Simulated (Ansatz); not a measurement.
**B₂Ge (singlet): wave-function methods side by side, cc-pVTZ**

The task here is to estimate one member of a computed series from the others.

The runs use Ansatz 0.2.0, Gaussian basis; cc-pVTZ, core rule «outside noble gas», up to 16 orbitals frozen.

To be run: UHF; CCSD(T) on RHF; CCSD(T) on UHF; BCCD(T) on RHF; CCSDT(Q) on RHF; CCSDT(Q) on UHF; CASSCF and NEVPT2, 10 electrons in 12 orbitals.

8 further runs of the same task are left out: 2 for a known fault of the program, 6 set aside as unsound or not needed.

### The geometry

The geometry is a PBE0/def2-TZVP stationary point (not a proven minimum) of the parent state, kept for this charge and spin. No spin-orbit coupling is included. The filled d shell of Ge may be among the frozen orbitals whatever the setting's name suggests; the logs give the count.

3 atoms, charge 0, spin multiplicity 1.

Atoms are counted from 1 here; the program's logs count them from 0.

Bond lengths: B1–B2 1.542 Å, B2–Ge3 1.941 Å. Angles: B1–B2–Ge3 180.0°.

Set-up of the first run:

in.yaml reads:

```yaml
crystal:
  periodic: [false, false, false]
  atoms:
    - {symbol: B, position_ang: [0.000000, 0.000000, -1.674700]}
    - {symbol: B, position_ang: [0.000000, 0.000000, -0.133200]}
    - {symbol: Ge, position_ang: [0.000000, 0.000000, 1.807900]}
basis:
  gaussian: {orbitals: cc-pVTZ}
magnetization: {spin_polarized: true, initial_magnetization: 0}
hamiltonian: {xc: hf}
output: {orbitals: {seedname: orbitals}}
```

Command:

```
$ ansatz run in.yaml --threads 1 --pin off --events-out ev --progress --plain --max-ram 4096MiB --backend cpu
```

Steps of the session up to this table: UHF; CCSD(T) on RHF; CCSD(T) on UHF; BCCD(T) on RHF; CCSDT(Q) on RHF; CCSDT(Q) on UHF; CASSCF and NEVPT2, 10 electrons in 12 orbitals.

One table of the session follows, with a row left open; its other results are not shown here.

```
        method  from RCCSDT(Q) (kJ/mol)
           UHF                   +690.3
          RMP2                   +216.9
          UMP2                   +193.2
         RCCSD                   +182.5
         UCCSD                        ?
      RCCSD(T)                    +56.2
      UCCSD(T)                    +32.4
       BCCD(T)                    +53.6
        RCCSDT                    +59.8
        UCCSDT                    +12.6
     RCCSDT(Q)                        0
     UCCSDT(Q)                     +0.7
CASSCF valence                   +442.8
NEVPT2 valence                   +120.9
```

Estimate the missing values for UCCSD.

As computed: from RCCSDT(Q) (kJ/mol): +77.1. In the column «from RCCSDT(Q) (kJ/mol)» it lies between RCCSDT (+59.8) and NEVPT2 valence (+120.9).

Some runs used a GPU and others CPU threads alone; cost is compared among the GPU runs only.

Left out of the table: RHF (another determinant or state than the rows shown).

To keep in mind: The determinant is far from a pure spin state, so its energy mixes those of several spin states (harmless only where they are near-degenerate, as at dissociation). The program flags UCCSD(T), RCCSDT(Q), UCCSDT(Q) as in doubt, so the zero of the table is itself unsure. Warnings: restricted reference is unstable; spin contamination; coupled cluster took another determinant than the lowest; large T1 diagnostic. Restricted and unrestricted rows rest on different reference determinants; where their highest levels disagree by more than a few hundredths of an eV, they describe different states and don't form one ladder. Warnings in the runs' records: large difference.
